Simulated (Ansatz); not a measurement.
# TaRu2: the cost of one run

Computed with Ansatz 0.2.0 (DFT PBE, scalar-relativistic, plane waves, PAW, unless a step's input says otherwise).

## 1. The structure to begin with

Symmetry: I4/mmm, No. 139, tetragonal system. The conventional cell has a = 3.072 Å, b = 3.072 Å, c = 9.217 Å, α = 90.00°, β = 90.00°, γ = 90.00°. Ta (site symmetry 4/mmm) is surrounded by 8 Ru at 2.66 Å. Around Ru (site symmetry 4mm) lie 4 Ru at 2.66 Å and 4 Ta at 2.66 Å.

As a file:

```
CELL_PARAMETERS angstrom
-1.53616 1.53616 4.60847
1.53616 -1.53616 4.60847
1.53616 1.53616 -4.60847
ATOMIC_POSITIONS crystal
Ta 0.00000 0.00000 0.00000
Ru 0.66667 0.66667 0.00000
Ru 0.33333 0.33333 0.00000
```

The start is an ordering of an alloy on its end members' structure types: elements ordered on the sites of the Cr type, Ru/Ta on Cr (I4/mmm, No. 139).

## 2. The guess as it stands, on a coarse mesh

input.yaml

```yaml
crystal:
  lattice:
    - [-1.53615707, 1.53615707, 4.6084712]
    - [1.53615707, -1.53615707, 4.6084712]
    - [1.53615707, 1.53615707, -4.6084712]
  atoms:
    - { symbol: Ta, position: [0.0, 0.0, 0.0] }
    - { symbol: Ru, position: [0.66666667, 0.66666667, 0.0] }
    - { symbol: Ru, position: [0.33333333, 0.33333333, 0.0] }
basis:
  ecutwfc: 420
kpoints:
  mp_grid: { grid: [8, 8, 8] }
hamiltonian:
  xc: pbe
scf:
  occupations: { method: gaussian, width: 0.1 }
  lower_state_search: "off"
output:
  forces: true
  stress: true
  eigenvalues: true
```

On the command line:

```bash
$ ansatz run input.yaml --threads 1 --pin off --max-ram 2560MiB --backend cpu --events-out ev --progress --plain --runs-dir out
```

What time and memory should one allow on 1 thread of Arm Neoverse V1, shared host?

About 4 s, with a peak of 0.35 GiB.
